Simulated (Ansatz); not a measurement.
I need a short molecular-dynamics run of CH5BSe, SMILES CB[SeH]. Use Ansatz 0.2.0 through its Python package. Level of theory (for the species named): BLYP, def2-SVP basis, multiplicity 1, D4 dispersion.

```yaml
atoms:
  - { symbol: C, position_ang: [-0.6141, 0.7022, -0.3053] }
  - { symbol: B, position_ang: [0.5959, -0.2168, -0.2971] }
  - { symbol: Se, position_ang: [1.3257, -0.8603, 1.4382] }
  - { symbol: H, position_ang: [-1.4146, 0.2686, -0.8765] }
  - { symbol: H, position_ang: [-0.3909, 1.6913, -0.8378] }
  - { symbol: H, position_ang: [-0.9945, 0.9772, 0.7184] }
  - { symbol: H, position_ang: [1.1212, -0.5549, -1.3084] }
  - { symbol: H, position_ang: [0.4635, -2.0645, 1.4127] }
```

`ch5bse.py`:
```python
# -*- coding: utf-8 -*-
"""A short Born-Oppenheimer trajectory of CH5BSe."""

import ansatz as az
import numpy as np

BASIS = "def2-SVP"
FUNCTIONAL = "BLYP"
DISPERSION = "d4"
N_STEPS = 40
TEMPERATURE_K = 300

GEOMETRY = """
C    -0.61410    0.70220   -0.30530
B     0.59590   -0.21680   -0.29710
Se    1.32570   -0.86030    1.43820
H    -1.41460    0.26860   -0.87650
H    -0.39090    1.69130   -0.83780
H    -0.99450    0.97720    0.71840
H     1.12120   -0.55490   -1.30840
H     0.46350   -2.06450    1.41270
"""

geometry = az.Crystal.molecule()
for line in GEOMETRY.strip().splitlines():
    symbol, *xyz = line.split()
    geometry = geometry.atom(symbol, [float(v) for v in xyz])

model = geometry.calculation().basis(gaussian=BASIS).functional(FUNCTIONAL, dispersion=DISPERSION)
symbols = [site.symbol for site in geometry.cartesian_sites]
start = np.array([site.position_ang for site in geometry.cartesian_sites], dtype=float)
report = model.relax(force_tolerance=0.02).run().report
end = np.array(report["positions_ang"])
minimum = az.Crystal.molecule()
for symbol, place in zip(symbols, end):
    minimum = minimum.atom(symbol, place.tolist())

# dynamics from the relaxed geometry
model = (
    minimum.calculation()
    .basis(gaussian=BASIS)  # atom-centred Gaussian functions
    .functional(FUNCTIONAL, dispersion=DISPERSION)
    .md("nvt_nose_hoover", timestep=0.5, steps=N_STEPS, temperature=TEMPERATURE_K, initial_velocities="maxwell_boltzmann", seed=61, thermostat_time=50)
)
frames = []
result = model.session().plan().execute(on_event=lambda e: frames.append(e["data"]) if e["event"] == "md_step" else None)
print("t (fs)   E_pot (eV)      E_kin (eV)   T (K)   d(0-1) (A)")
for f in frames[::2]:
    xyz = np.array(f["positions_ang"])
    print(f"{f['time_fs']:6.2f} {f['lagrangian_ev']:14.5f} {f['e_kin_ev']:10.5f} {f['temperature_k']:8.1f} {np.linalg.norm(xyz[0] - xyz[1]):9.4f}")
kept = np.array([f["conserved_ev"] for f in frames])
print(f"conserved energy moves by at most {1000 * np.ptp(kept):.3f} meV")
```

```console
$ python ch5bse.py
t (fs)   E_pot (eV)      E_kin (eV)   T (K)   d(0-1) (A)
  0.00   -67135.71067    0.23267    300.0    1.5710
  1.00   -67135.68845    0.21079    271.8    1.5626
  2.00   -67135.64249    0.16555    213.5    1.5542
  3.00   -67135.61235    0.13562    174.9    1.5461
  4.00   -67135.60801    0.13089    168.8    1.5385
  5.00   -67135.60352    0.12619    162.7    1.5320
  6.00   -67135.57869    0.10170    131.1    1.5272
  7.00   -67135.54289    0.06648     85.7    1.5245
  8.00   -67135.52128    0.04528     58.4    1.5242
  9.00   -67135.53016    0.05418     69.9    1.5263
 10.00   -67135.56202    0.08584    110.7    1.5303
 11.00   -67135.58983    0.11368    146.6    1.5359
 12.00   -67135.59164    0.11616    149.8    1.5424
 13.00   -67135.57613    0.10172    131.2    1.5490
 14.00   -67135.57284    0.09914    127.8    1.5553
 15.00   -67135.59024    0.11674    150.5    1.5609
 16.00   -67135.60395    0.13090    168.8    1.5658
 17.00   -67135.59281    0.12080    155.8    1.5703
 18.00   -67135.56565    0.09490    122.4    1.5742
 19.00   -67135.55000    0.08024    103.5    1.5777
 20.00   -67135.56458    0.09540    123.0    1.5807
conserved energy moves by at most 1.298 meV
```

Reading the output:
- Total energies depend on the basis set; only differences at equal settings carry meaning.
- The trajectory is only some femtoseconds long, so its temperature is not equilibrated; where the script doesn't relax first, it starts from a rough generated geometry.
- The temperature counts the internal degrees of freedom alone.
- Finished in 2.2 min on 1 thread of Arm Neoverse V1 (shared host), peak memory 0.19 GiB.

(A comment or docstring line of the script was reworded after the run, the code is as it ran; lines on the test bed's own set-up are left out of the output.)
